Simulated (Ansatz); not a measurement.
This was printed by a script on Ansatz 0.2.0 through its Python package, for a ladder of methods at one geometry of C2H6BFSn, SMILES [BH2][SnH2][CH]=CF. What did the script look like? Level of theory (for the species named): HSE06, def2-SVP basis, multiplicity 1. The script varies functional: hse06, pbe, pbe0, blyp.

| atom | x (Å) | y (Å) | z (Å) |
| --- | --- | --- | --- |
| B | -0.3723 | 1.8214 | 1.6305 |
| Sn | -0.7648 | 0.5626 | -0.1445 |
| C | 0.7231 | -0.9141 | -0.2350 |
| C | 0.8415 | -1.8111 | -1.2006 |
| F | 1.7444 | -2.7737 | -1.2567 |
| H | 0.4994 | 1.6805 | 2.3296 |
| H | -1.1324 | 2.7621 | 1.8485 |
| H | -2.2860 | -0.1929 | -0.0147 |
| H | -0.7043 | 1.5461 | -1.5619 |
| H | 1.5267 | -0.9256 | 0.5684 |
| H | -0.0099 | -1.8123 | -1.9430 |

```console
$ python methods_c2h6bfsn.py
functional    E (Ha)        dipole (D)   HOMO (eV)  LUMO (eV)
hse06         -418.303191     1.203      -7.079     -2.908
pbe           -418.283494     0.942      -6.221     -3.491
pbe0          -418.315718     1.207      -7.481     -2.523
blyp          -418.409584     0.948      -6.023     -3.288
```

One script that gives this output:

`methods_c2h6bfsn.py`
```python
'''One geometry of C2H6BFSn, method by method.'''

from pathlib import Path

import ansatz as az
from ase import Atoms
import numpy as np

atoms = Atoms(['B', 'Sn', 'C', 'C', 'F', 'H', 'H', 'H', 'H', 'H', 'H'], positions=[
    [-0.3723, 1.8214, 1.6305],
    [-0.7648, 0.5626, -0.1445],
    [0.7231, -0.9141, -0.235],
    [0.8415, -1.8111, -1.2006],
    [1.7444, -2.7737, -1.2567],
    [0.4994, 1.6805, 2.3296],
    [-1.1324, 2.7621, 1.8485],
    [-2.286, -0.1929, -0.0147],
    [-0.7043, 1.5461, -1.5619],
    [1.5267, -0.9256, 0.5684],
    [-0.0099, -1.8123, -1.943],
])
system = az.Crystal.molecule_from_ase(atoms)

calculation = system.calculation().basis(gaussian='def2-SVP').accuracy('medium')

print('functional    E (Ha)        dipole (D)   HOMO (eV)  LUMO (eV)')
for name in ['hse06', 'pbe', 'pbe0', 'blyp']:
    rep = calculation.functional(name).forces().orbitals().run(threads=1, runs_dir='runs').report
    lines = Path(rep['orbitals_path']).read_text().splitlines()
    field_of = lambda key: [line.split('=')[1].strip() for line in lines if line.startswith(key)]
    orbitals = [(27.211386 * float(e), s, float(n)) for e, s, n in zip(field_of('Ene='), field_of('Spin='), field_of('Occup='))]
    homo = max(e for e, _, n in orbitals if n > 0.5)
    lumo = min(e for e, _, n in orbitals if n < 0.5)
    dipole = 4.803205 * np.linalg.norm(rep['charge_distribution']['dipole_moment_e_ang'])
    print(f'{name:10s} {rep["free_energy_ev"] / 27.211386246:14.6f} {dipole:9.3f} {homo:11.3f} {lumo:10.3f}')
```

What to keep in mind:
- The settings weren't tested for convergence.
- The geometry is a force-field or estimated start, not a minimum of this method, and the basis set is short of its limit. A lower total doesn't mark the better method: functionals have no common bound, and MP2 and coupled cluster aren't variational.
- def2 sets replace the cores of elements past krypton by effective core potentials.
- Levels such as HOMO and LUMO are orbital energies: with these approximate functionals they aren't the ionisation energy and electron affinity, and their gap isn't the fundamental gap.
- hse06 follows the composition of plane-wave codes, whose totals differ by tens of mHa, up to about 0.1 Ha, from the form usual in Gaussian-basis programs (wpbeh).
- Timing: 21 s on 1 thread of Arm Neoverse V1, with other jobs on the host, peak memory 0.32 GiB.
